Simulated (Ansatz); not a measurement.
# Li2HfF6: a short molecular-dynamics run

Aim: set Li2HfF6 (a randomly packed cell, 9 atoms, not relaxed) in motion for 20 steps of 1 fs under a Langevin thermostat at 100 K, and see how temperature, energy and positions respond.

Method: DFT PBE, plane waves, PAW, scalar-relativistic, no spin polarisation, in Ansatz 0.2.0.

**1. The structure to begin with**

The cell holds 9 atoms (F6HfLi2): a = 5.065 Å, b = 4.671 Å, c = 4.578 Å, α = 94.90°, β = 86.37°, γ = 105.18°.

As a file:

```xyz
9
Lattice="5.0460 -0.4239 -0.1165 -0.8428 4.5943 -0.0348 0.3710 -0.2948 4.5530" Properties=species:S:1:pos:R:3 pbc="T T T"
Hf    1.0856    2.0660    1.6551
Li    4.7407    0.3437    3.8266
Li    3.6425    2.8963    0.4011
F     3.0755    0.6338    2.4058
F     3.3742    2.3064    2.7733
F    -0.4677    3.9300    2.3984
F     1.1658    3.3444    3.9596
F     2.5031    0.4059    4.0648
F     2.8715   -0.2138    0.7747
```

**2. Dynamics**

input.yaml reads:

```yaml
crystal:
  lattice:
    - [5.046047, -0.423898, -0.116513]
    - [-0.842842, 4.594269, -0.034796]
    - [0.371001, -0.294812, 4.553023]
  atoms:
    - { symbol: Hf, position: [0.270922, 0.498702, 0.37426] }
    - { symbol: Li, position: [0.911673, 0.214471, 0.865428] }
    - { symbol: Li, position: [0.832761, 0.714616, 0.114868] }
    - { symbol: F, position: [0.607631, 0.229043, 0.545705] }
    - { symbol: F, position: [0.723983, 0.609394, 0.632302] }
    - { symbol: F, position: [0.016917, 0.891246, 0.534025] }
    - { symbol: F, position: [0.301773, 0.812499, 0.883604] }
    - { symbol: F, position: [0.461009, 0.189025, 0.906006] }
    - { symbol: F, position: [0.558309, 0.016827, 0.184573] }
kpoints:
  mp_grid: { grid: [3, 3, 3] }
magnetization:
  spin_polarized: false
scf:
  occupations: { method: cold, width: 0.15 }
hamiltonian:
  pseudopotentials: { kind: paw }
  xc: pbe
basis:
  ecutwfc: 420
md:
  timestep: 1.0
  n_steps: 20
  ensemble: nvt_langevin
  temperature: 100.0
  initial_velocities: maxwell_boltzmann
  seed: 580435
```

Started as:

```bash
ansatz run input.yaml --threads 2 --pin off --max-ram 2560MiB --backend cpu --events-out ev --progress --plain --runs-dir out
```

Standard output, shortened:

```text
Warning: md: disabling space-group detection — thermal motion breaks the input geometry's symmetry, so no spatial operation reduces the k-mesh or symmetrises the density; time reversal is kept, so that k and −k are solved as one point where they differ and the mesh holds both, and exact [...]
Warning: RAYON_NUM_THREADS=2 ignored (pool sized by the plan → 2); use --threads N
[...]
Pseudopotentials: kind: paw
Pseudopotential: Hf, paw, valence charge 26, recommended cutoff 420 eV (normal), Hf.paw.azcp
Pseudopotential: Li, paw, valence charge 3, recommended cutoff 420 eV (normal), Li.paw.azcp
Pseudopotential: F, paw, valence charge 7, recommended cutoff 420 eV (normal), F.paw.azcp
Functional definition: PBE
[...]
Crystal: 9 atoms, lattice volume = 104.049 Å³
Basis set: ecut = 420 eV, 2035 PW (Γ), exchange–correlation on 72×64×64 points (8 copies of the dense FFT grid, shifted against one another)
Bands: 46, of which v1, the nominal top of the filled ones, is band 37 counted from 1 (36 counted from 0)
Symmetry: 1 space group operations
k-points: 14 of 27 (time reversal used)
[...]
SCF iter   1: F=—  HF=-20969.581993 eV  |F-HF|=—  |Δ(HF+E_count)|=         —  Δρ=1.34e-2  dr2=1.14e-1  ethr=1.77e-3  ⟨swp⟩=5.6  Hψ=2211  notcnv=0
[...]
md step     0: t =     0.00 fs  T =    88.9 K  F+E_penalty+E_count = -20969.57503352 eV  E_kin = 0.103408 eV  (15 SCF iters)
[...]
md step     1: t =     1.00 fs  T =   186.6 K  F+E_penalty+E_count = -20969.69026349 eV  E_kin = 0.217074 eV  (12 SCF iters)
[...]
SCF iter   1: F=—  HF=-20969.987816 eV  |F-HF|=—  |Δ(HF+E_count)|=         —  Δρ=8.70e-3  dr2=1.07e-1  ethr=1.24e-4  ⟨swp⟩=1.0  Hψ=2655  notcnv=0
```

**3. The log goes on**

Output, continued, shortened:

```text
[...]
SCF iter   2: F=—  HF=-20969.978674 eV  |F-HF|=—  |Δ(HF+E_count)|=   9.14e-3  S|Δr|=    0.00e0  Δρ=4.24e-3  dr2=9.31e-3  ethr=1.24e-4  ⟨swp⟩=1.0  Hψ=644  notcnv=0
[...]
md step     2: t =     2.00 fs  T =   442.7 K  F+E_penalty+E_count = -20969.98188632 eV  E_kin = 0.514995 eV  (13 SCF iters)
[...]
md step     6: t =     6.00 fs  T =  2496.8 K  F+E_penalty+E_count = -20972.47987049 eV  E_kin = 2.904596 eV  (9 SCF iters)
[...]
md step    10: t =    10.00 fs  T =  5106.0 K  F+E_penalty+E_count = -20975.87154833 eV  E_kin = 5.940052 eV  (17 SCF iters)
[...]
md step    14: t =    14.00 fs  T =  7445.8 K  F+E_penalty+E_count = -20979.25092084 eV  E_kin = 8.661991 eV  (11 SCF iters)
[...]
md step    18: t =    18.00 fs  T =  9680.9 K  F+E_penalty+E_count = -20982.54676273 eV  E_kin = 11.262216 eV  (12 SCF iters)
[...]
Step filling:    the computed levels leave a gap of 0.3432 eV = 8.0 smearing widths at the electron count; against every level under it full and every level over it empty, smearing changes F+E_penalty+E_count by +5.12e-10 meV and its σ→0 estimate by -5.87e-8 meV
[...]
--- Forces (eV/Å), atoms counted from 1 ---
  atom   1  Hf     5.49073905     1.68688980    -0.33052766
  atom   2  Li    -1.26969269    -0.67327898    -0.57407052
  atom   3  Li     0.85712682    -0.90380136    -0.82035062
  atom   4  F      0.72332318     2.85878872     1.85718489
  atom   5  F     -0.61598633     2.14771966    -0.79524861
  atom   6  F      0.45712173     1.18627455    -1.13986762
  atom   7  F     -2.92281837    -0.77035694    -0.43753277
  atom   8  F     -1.11541449    -0.94994519     4.36772092
[...]
--- MD trajectory: 20 steps, t = 0.0 → 20.0 fs ---
  final state: T = 10388.5 K   F+E_penalty+E_count = -20984.03066055 eV   E_kin = 12.085341 eV
```

Run time: 2.6 min. Hardware: 2 threads of an Arm CPU, shared host; peak memory 0.4 GiB.

**4. Frames and traces**

The trajectory, step by step (energies from step 0); msd is the mean square displacement from the start, the centre of mass held:

| time (fs) | T (K) | potential energy change (meV/atom) | msd F (Å²) | msd Li (Å²) | msd Hf (Å²) |
| --- | --- | --- | --- | --- | --- |
| 0.0 | 89 | 0.0 | 0.000 | 0.000 | 0.000 |
| 1.0 | 187 | -12.8 | 0.000 | 0.000 | 0.000 |
| 2.0 | 443 | -45.2 | 0.000 | 0.000 | 0.000 |
| 3.0 | 820 | -95.3 | 0.000 | 0.001 | 0.000 |
| 4.0 | 1306 | -160.3 | 0.001 | 0.002 | 0.000 |
| 5.0 | 1899 | -237.3 | 0.003 | 0.003 | 0.000 |
| 6.0 | 2497 | -322.8 | 0.005 | 0.005 | 0.000 |
| 7.0 | 3115 | -413.4 | 0.009 | 0.007 | 0.000 |
| 8.0 | 3809 | -507.4 | 0.014 | 0.011 | 0.000 |
| 9.0 | 4501 | -603.4 | 0.021 | 0.015 | 0.000 |
| 10.0 | 5106 | -699.6 | 0.031 | 0.020 | 0.000 |
| 11.0 | 5758 | -795.0 | 0.043 | 0.027 | 0.000 |
| 12.0 | 6321 | -889.4 | 0.057 | 0.035 | 0.000 |
| 13.0 | 6874 | -982.6 | 0.075 | 0.044 | 0.000 |
| 14.0 | 7446 | -1075.1 | 0.096 | 0.056 | 0.000 |
| 15.0 | 8078 | -1167.4 | 0.120 | 0.069 | 0.000 |
| 16.0 | 8692 | -1260.0 | 0.148 | 0.084 | 0.001 |
| 17.0 | 9145 | -1351.9 | 0.180 | 0.103 | 0.001 |
| 18.0 | 9681 | -1441.3 | 0.216 | 0.124 | 0.001 |
| 19.0 | 9984 | -1526.5 | 0.255 | 0.147 | 0.001 |
| 20.0 | 10388 | -1606.2 | 0.299 | 0.174 | 0.002 |

time (fs), T (K) and a bar:
```
      0.0         89 
      1.0        187 
      2.0        443 #
      3.0        820 ##
      4.0       1306 ####
      5.0       1899 #####
      6.0       2497 #######
      7.0       3115 #########
      8.0       3809 ###########
      9.0       4501 #############
     10.0       5106 ###############
     11.0       5758 #################
     12.0       6321 ##################
     13.0       6874 ####################
     14.0       7446 #####################
     15.0       8078 #######################
     16.0       8692 #########################
     17.0       9145 ##########################
     18.0       9681 ############################
     19.0       9984 #############################
     20.0      10388 ##############################
```

**5. Snapshots as a file**

Extended XYZ, with forces in eV/Å:

```xyz
9
Lattice="5.046 -0.424 -0.117 -0.843 4.594 -0.035 0.371 -0.295 4.553" Properties=species:S:1:pos:R:3:forces:R:3 pbc="T T T" time_fs=2.0 T=443 dE=-0.4069
Hf    1.085    2.066    1.656    2.793    1.858    1.335
Li    4.736    0.340    3.811   -1.212   -0.831   -0.597
Li    3.635    2.902    0.383   -0.189    0.627   -0.145
F     3.083    0.624    2.404    0.246   -3.068   -3.516
F     3.374    2.310    2.777   -3.053    2.129    2.398
F    -0.462    3.935    2.390    4.108    4.447   -3.481
F     1.163    3.338    3.962   -3.592   -8.717   -1.264
F     2.501    0.418    4.063   -3.032    9.092    2.261
F     2.875   -0.219    0.783    3.932   -5.538    3.009
9
Lattice="5.046 -0.424 -0.117 -0.843 4.594 -0.035 0.371 -0.295 4.553" Properties=species:S:1:pos:R:3:forces:R:3 pbc="T T T" time_fs=5.0 T=1899 dE=-2.1355
Hf    1.085    2.067    1.659    2.982    1.963    1.226
Li    4.715    0.325    3.782   -1.254   -0.820   -0.573
Li    3.624    2.916    0.352   -0.209    0.584   -0.186
F     3.094    0.597    2.387    0.491   -2.358   -2.519
F     3.363    2.322    2.790   -2.842    1.988    2.035
F    -0.437    3.959    2.366    3.729    3.987   -3.374
F     1.147    3.298    3.961   -2.971   -7.220   -0.948
F     2.487    0.472    4.070   -3.188    7.523    2.833
F     2.894   -0.247    0.807    3.262   -5.647    1.507
9
Lattice="5.046 -0.424 -0.117 -0.843 4.594 -0.035 0.371 -0.295 4.553" Properties=species:S:1:pos:R:3:forces:R:3 pbc="T T T" time_fs=8.0 T=3809 dE=-4.5666
Hf    1.087    2.070    1.661    3.377    2.061    0.996
Li    4.680    0.302    3.745   -1.308   -0.796   -0.568
Li    3.611    2.936    0.320   -0.245    0.507   -0.220
F     3.106    0.560    2.359    0.745   -1.121   -1.004
F     3.340    2.340    2.813   -2.340    1.967    1.430
F    -0.396    4.000    2.326    3.035    3.233   -3.092
F     1.117    3.227    3.959   -2.361   -5.397   -0.603
F     2.457    0.558    4.087   -3.317    5.488    3.526
F     2.925   -0.300    0.837    2.412   -5.941   -0.464
9
Lattice="5.046 -0.424 -0.117 -0.843 4.594 -0.035 0.371 -0.295 4.553" Properties=species:S:1:pos:R:3:forces:R:3 pbc="T T T" time_fs=10.0 T=5106 dE=-6.2965
Hf    1.089    2.072    1.663    3.738    2.089    0.789
Li    4.648    0.280    3.715   -1.352   -0.770   -0.592
Li    3.601    2.952    0.298   -0.269    0.419   -0.233
F     3.116    0.533    2.337    0.864   -0.106    0.173
F     3.319    2.356    2.832   -1.953    2.014    0.964
F    -0.361    4.034    2.291    2.518    2.702   -2.820
F     1.090    3.166    3.956   -2.137   -4.372   -0.425
F     2.430    0.629    4.106   -3.242    4.205    3.903
F     2.952   -0.348    0.855    1.835   -6.181   -1.759
9
Lattice="5.046 -0.424 -0.117 -0.843 4.594 -0.035 0.371 -0.295 4.553" Properties=species:S:1:pos:R:3:forces:R:3 pbc="T T T" time_fs=12.0 T=6321 dE=-8.0046
Hf    1.092    2.075    1.666    4.138    2.069    0.557
Li    4.610    0.254    3.683   -1.401   -0.740   -0.638
Li    3.591    2.970    0.276   -0.278    0.294   -0.245
F     3.128    0.507    2.315    0.923    0.965    1.348
F     3.295    2.375    2.850   -1.582    2.097    0.497
F    -0.323    4.074    2.252    2.020    2.231   -2.502
F     1.059    3.097    3.954   -2.077   -3.550   -0.309
F     2.397    0.706    4.133   -2.995    3.014    4.165
F     2.982   -0.407    0.870    1.251   -6.380   -2.875
9
Lattice="5.046 -0.424 -0.117 -0.843 4.594 -0.035 0.371 -0.295 4.553" Properties=species:S:1:pos:R:3:forces:R:3 pbc="T T T" time_fs=15.0 T=8078 dE=-10.5064
Hf    1.098    2.080    1.669    4.798    1.976    0.189
Li    4.541    0.209    3.630   -1.464   -0.705   -0.712
Li    3.571    2.999    0.242   -0.196    0.027   -0.298
F     3.147    0.473    2.288    0.957    2.373    2.559
F     3.255    2.411    2.879   -1.096    2.225   -0.130
F    -0.260    4.141    2.186    1.342    1.686   -1.980
F     1.010    2.982    3.950   -2.238   -2.557   -0.239
F     2.336    0.831    4.186   -2.472    1.457    4.391
F     3.030   -0.518    0.878    0.368   -6.482   -3.780
9
Lattice="5.046 -0.424 -0.117 -0.843 4.594 -0.035 0.371 -0.295 4.553" Properties=species:S:1:pos:R:3:forces:R:3 pbc="T T T" time_fs=18.0 T=9681 dE=-12.9717
Hf    1.105    2.086    1.673    5.349    1.836   -0.180
Li    4.453    0.157    3.570   -1.433   -0.682   -0.690
Li    3.547    3.026    0.207    0.227   -0.437   -0.506
F     3.170    0.451    2.273    0.896    3.002    2.543
F     3.213    2.456    2.906   -0.761    2.245   -0.591
F    -0.193    4.213    2.113    0.773    1.327   -1.457
F     0.952    2.857    3.946   -2.582   -1.556   -0.292
F     2.267    0.958    4.258   -1.771    0.063    4.454
F     3.080   -0.657    0.870   -0.698   -5.798   -3.282
9
Lattice="5.046 -0.424 -0.117 -0.843 4.594 -0.035 0.371 -0.295 4.553" Properties=species:S:1:pos:R:3:forces:R:3 pbc="T T T" time_fs=20.0 T=10388 dE=-14.4556
Hf    1.112    2.090    1.676    5.491    1.687   -0.331
Li    4.387    0.117    3.528   -1.270   -0.673   -0.574
Li    3.534    3.043    0.181    0.857   -0.904   -0.820
F     3.186    0.444    2.270    0.723    2.859    1.857
F     3.184    2.490    2.921   -0.616    2.148   -0.795
F    -0.149    4.263    2.061    0.457    1.186   -1.140
F     0.909    2.772    3.943   -2.923   -0.770   -0.438
F     2.218    1.041    4.317   -1.115   -0.950    4.368
F     3.113   -0.761    0.857   -1.604   -4.582   -2.127
```

**6. Outcome**

| quantity | value |
| --- | --- |
| length | 20 steps of 1 fs |
| temperature, first and last step | 89 and 10388 K |
| temperature, second half | mean 7952 K, from 5106 to 10388 K |
| potential energy, second half | -1163 meV/atom from the start |
| mean square displacement, second half | F 0.138, Li 0.080, Hf 0.001 Å² |

**Reading.** Against a set 100 K the second half averages 7952 K, going from 5106 to 10388 K over that half; the potential energy of that half lies 1163 meV/atom under the start, so the atoms have moved to lower-lying arrangements, and the energy set free heats the cell. Over the second half F atoms stand 0.4 Å (root mean square) from where they began, and the farthest move is 0.7 Å. 20 fs on 9 atoms is far too short and small for converged averages. The k-mesh is coarse.
